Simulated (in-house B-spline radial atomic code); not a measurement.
# Pb⁴⁺: excited configurations

Wanted: excitation energies of Pb⁴⁺ as differences of total energies (ΔSCF).

Method: Dirac-Hartree-Fock, average of configuration, Fermi nucleus, basis-set limit. Code: in-house B-spline radial atomic code version 1.

**1. Starting point**

```
element       : lead (Z = 82)
charge        : +4
electrons     : 78
configuration : [Xe] 4f14 5d10
Hamiltonian   : Dirac-Coulomb
nucleus       : Fermi, rms radius 5.501 fm
```

The outer shells:

[Xe] 4f14 5d10
```
[Xe] core
4f [↑↓][↑↓][↑↓][↑↓][↑↓][↑↓][↑↓]
5d [↑↓][↑↓][↑↓][↑↓][↑↓]
```

Settings of the run:

```ini
Z = 82
electrons = 78.0
configuration = [Xe] 4f14 5d10
hamiltonian = dirac
method = hf
spin_polarised = False
nucleus = fermi
rms_radius = 5.5012
mass_number = 208
atomic_mass = 207.976652005
speed_of_light = 137.035999084
```

From the earlier run of the reference: total energy -20910.401524 hartree. Levels, eight at most:

```csv
orbital,occupation,energy (eV),<r> (bohr)
4d5/2,6,-478.34,0.4343
5s1/2,2,-207.86,0.8659
4f5/2,6,-202.59,0.4489
4f7/2,8,-197.37,0.4550
5p1/2,2,-161.76,0.9228
5p3/2,4,-138.69,1.006
5d3/2,4,-71.395,1.228
5d5/2,6,-68.533,1.268
```

**2. [Xe] 4f14 5d9 9p1**

Settings of the run:

```ini
Z = 82
electrons = 78.0
configuration = [Xe] 4f14 5d9 9p1
hamiltonian = dirac
method = hf
spin_polarised = False
nucleus = fermi
rms_radius = 5.5012
mass_number = 208
atomic_mass = 207.976652005
speed_of_light = 137.035999084
```

**3. [Kr] 4d9 4f14 5s2 5p6 5d10 7d1**

Settings: those of step 2 with these lines changed.

```diff
@@ -2,3 +2,3 @@
 electrons = 78.0
-configuration = [Xe] 4f14 5d9 9p1
+configuration = [Kr] 4d9 4f14 5s2 5p6 5d10 7d1
 hamiltonian = dirac
```

**4. Configuration [Kr] 4d10 4f14 5s2 5p5 5d10 8s1**

Settings: those of step 3 with these lines changed.

```diff
@@ -2,3 +2,3 @@
 electrons = 78.0
-configuration = [Kr] 4d9 4f14 5s2 5p6 5d10 7d1
+configuration = [Kr] 4d10 4f14 5s2 5p5 5d10 8s1
 hamiltonian = dirac
```

**5. [Xe] 4f14 5d9 9d1**

Settings: those of step 4 with these lines changed.

```diff
@@ -2,3 +2,3 @@
 electrons = 78.0
-configuration = [Kr] 4d10 4f14 5s2 5p5 5d10 8s1
+configuration = [Xe] 4f14 5d9 9d1
 hamiltonian = dirac
```

**6. [Kr] 4d9 4f14 5s2 5p6 5d10 6s1**

Settings: those of step 5 with these lines changed.

```diff
@@ -2,3 +2,3 @@
 electrons = 78.0
-configuration = [Xe] 4f14 5d9 9d1
+configuration = [Kr] 4d9 4f14 5s2 5p6 5d10 6s1
 hamiltonian = dirac
```

**7. Run with [Xe] 4f13 5d10 7s1**

Settings: those of step 6 with these lines changed.

```diff
@@ -2,3 +2,3 @@
 electrons = 78.0
-configuration = [Kr] 4d9 4f14 5s2 5p6 5d10 6s1
+configuration = [Xe] 4f13 5d10 7s1
 hamiltonian = dirac
```

Q: How far above the reference does each configuration lie (order and size, in eV)?

The runs gave:

| net move | configuration | energy above the reference (eV) | with Breit, QED, recoil (eV) | largest <r> (bohr) |
| --- | --- | --- | --- | --- |
| 5d → 9p | [Xe] 4f14 5d9 9p1 | 58.838 | 58.847 | 10.7 |
| 5d → 9d | [Xe] 4f14 5d9 9d1 | 60.575 | 60.582 | 12.7 |
| 5p → 8s | [Kr] 4d10 4f14 5s2 5p5 5d10 8s1 | 128.14 | 127.90 | 6.47 |
| 4f → 7s | [Xe] 4f13 5d10 7s1 | 162.51 | 162.85 | 3.96 |
| 4d → 6s | [Kr] 4d9 4f14 5s2 5p6 5d10 6s1 | 422.90 | 422.59 | 2.01 |
| 4d → 7d | [Kr] 4d9 4f14 5s2 5p6 5d10 7d1 | 460.33 | 459.92 | 5.83 |

Quantum defects of the promoted electron, δ = n − ζ/√(−2ε) with ζ = 5 and ε its orbital energy in hartree:

| promotion | δ |
| --- | --- |
| 5d → 9p | 3.016 |
| 5d → 9d | 2.380 |
| 5p → 8s | 3.381 |
| 4f → 7s | 3.409 |
| 4d → 6s | 3.489 |
| 4d → 7d | 2.428 |

What this shows: The lowest of them is 5d → 9p at 58.838 eV and the highest 4d → 7d at 460.33 eV. Koopmans' estimate of the ionisation threshold is 68.533 eV; 4 configurations exceed it by over 2 % and could autoionise. Of those tabulated, the defect is largest for 6s (3.49) and least for 9d (2.38): low angular momentum penetrates the core, high angular momentum stays outside it. Two partly filled shells share a symmetry and can mix in the average, which may lower the energy, for: 5d → 9d; 4d → 7d. These are averages over configurations, without correlation, not spectroscopic levels.
